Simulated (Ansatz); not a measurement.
# Cl2GeH2O: molecular dynamics

The plan is to follow the molecule's vibrations and see whether its bonds hold. The start is relaxed first. Runs: 300 steps of 0.5 fs under a Langevin thermostat at 2000 K. SMILES of the start: [OH][GeH]([Cl])[Cl].

All numbers below are computed with Ansatz 0.2.0 (RKS PBE/def2-SVP).

## Step 1: The system as given

Bond lengths: Ge1–H2 1.550 Å, Ge1–Cl3 2.220 Å, Ge1–Cl4 2.218 Å, Ge1–O5 1.769 Å, O5–H6 1.010 Å. Angles: H2–Ge1–Cl3 109.5°, H2–Ge1–Cl4 109.5°, H2–Ge1–O5 109.5°, Cl3–Ge1–Cl4 109.5°, Cl3–Ge1–O5 109.5°, Cl4–Ge1–O5 109.5°, Ge1–O5–H6 109.5°.

Structure file:

```xyz
6

Ge    0.0000    0.0000    0.0000
H     0.0000    0.0000    1.5500
Cl    2.0935    0.0000   -0.7393
Cl   -1.0456    1.8115   -0.7393
O    -0.8337   -1.4443   -0.5894
H    -1.2883   -1.9100    0.1830
```

## Step 2: Preparing the start

input.yaml reads:

```yaml
crystal:
  periodic: [false, false, false]
  atoms:
    - { symbol: Ge, position_ang: [0.0, 0.0, 0.0] }
    - { symbol: H, position_ang: [0.0, 0.0, 1.55] }
    - { symbol: Cl, position_ang: [2.0935, 0.0, -0.7393] }
    - { symbol: Cl, position_ang: [-1.0456, 1.8115, -0.7393] }
    - { symbol: O, position_ang: [-0.8337, -1.4443, -0.5894] }
    - { symbol: H, position_ang: [-1.2883, -1.91, 0.183] }
basis:
  gaussian: { orbitals: def2-SVP }
hamiltonian:
  xc: pbe
relax:
  f_tol: 0.02
  max_steps: 40
```

Started as:

```console
$ ansatz run input.yaml --threads 1 --pin off --max-ram 2048MiB --backend cpu --events-out ev --progress --plain --runs-dir out
```

The runs that follow: The run.

**Question.** What will these runs give? Wanted: relaxation of the start; temperature, first and last step; temperature, second half; potential energy, second half; bonds formed or broken.

As calculated:

```
                        quantity                             value
         relaxation of the start          19 moves, 0.225 eV lower
                          length               300 steps of 0.5 fs
temperature, first and last step                   1667 and 2448 K
        temperature, second half  mean 1992 K, from 1232 to 3374 K
   potential energy, second half      +211 meV/atom from the start
          bonds formed or broken                                 0
```

Against a set 2000 K the second half averages 1992 K with a spread of 439 K. No bond forms or breaks. A run of 150 fs with 6 atoms shows the motion but fixes no equilibrium value.
